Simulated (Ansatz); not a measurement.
# BFH4N2: the cost of one run

Program: Ansatz 0.2.0. Level of theory: RKS PBE-D4/6-31G*. These are calculated values, not measurements.

## Step 1: The structure to begin with

Bond lengths: B1–N2 1.550 Å, N2–H3 1.060 Å, N2–H4 1.060 Å, B1–N5 1.550 Å, N5–H6 1.060 Å, N5–H7 1.060 Å, B1–F8 1.320 Å. Angles: B1–N2–H3 120.0°, B1–N2–H4 120.0°, H3–N2–H4 120.0°, N2–B1–N5 120.0°, N2–B1–F8 120.0°, N5–B1–F8 120.0°, B1–N5–H6 120.0°, B1–N5–H7 120.0°, H6–N5–H7 120.0°.

Structure file:

```xyz
8

B     0.0000    0.0000    0.0000
N     0.0000    0.0000    1.5500
H    -0.8770   -0.2713    2.0800
H     0.8770    0.2713    2.0800
N     1.3423    0.0000   -0.7750
H     1.8089   -0.9179   -1.0268
H     1.7937    0.9179   -1.0532
F    -1.1431    0.0000   -0.6600
```

## Step 2: Relaxing the start

Input file input.yaml:

```yaml
crystal:
  periodic: [false, false, false]
  atoms:
    - { symbol: B, position_ang: [0.0, 0.0, 0.0] }
    - { symbol: "N", position_ang: [0.0, 0.0, 1.55] }
    - { symbol: H, position_ang: [-0.877, -0.2713, 2.08] }
    - { symbol: H, position_ang: [0.877, 0.2713, 2.08] }
    - { symbol: "N", position_ang: [1.3423, 0.0, -0.775] }
    - { symbol: H, position_ang: [1.8089, -0.9179, -1.0268] }
    - { symbol: H, position_ang: [1.7937, 0.9179, -1.0532] }
    - { symbol: F, position_ang: [-1.1431, 0.0, -0.66] }
basis:
  gaussian: { orbitals: "6-31G*" }
hamiltonian:
  xc: pbe
  dispersion: d4
relax:
  f_tol: 0.02
  max_steps: 40
output:
  orbitals: {}
```

On the command line:

```bash
> ansatz run input.yaml --threads 1 --pin off --max-ram 2048MiB --backend cpu --events-out ev --progress --plain --runs-dir out
```

**Question.** How long does this run take on 1 thread of Arm Neoverse V2, shared host, and how much memory does it need?

About 19 s, with a peak of 0.13 GiB.
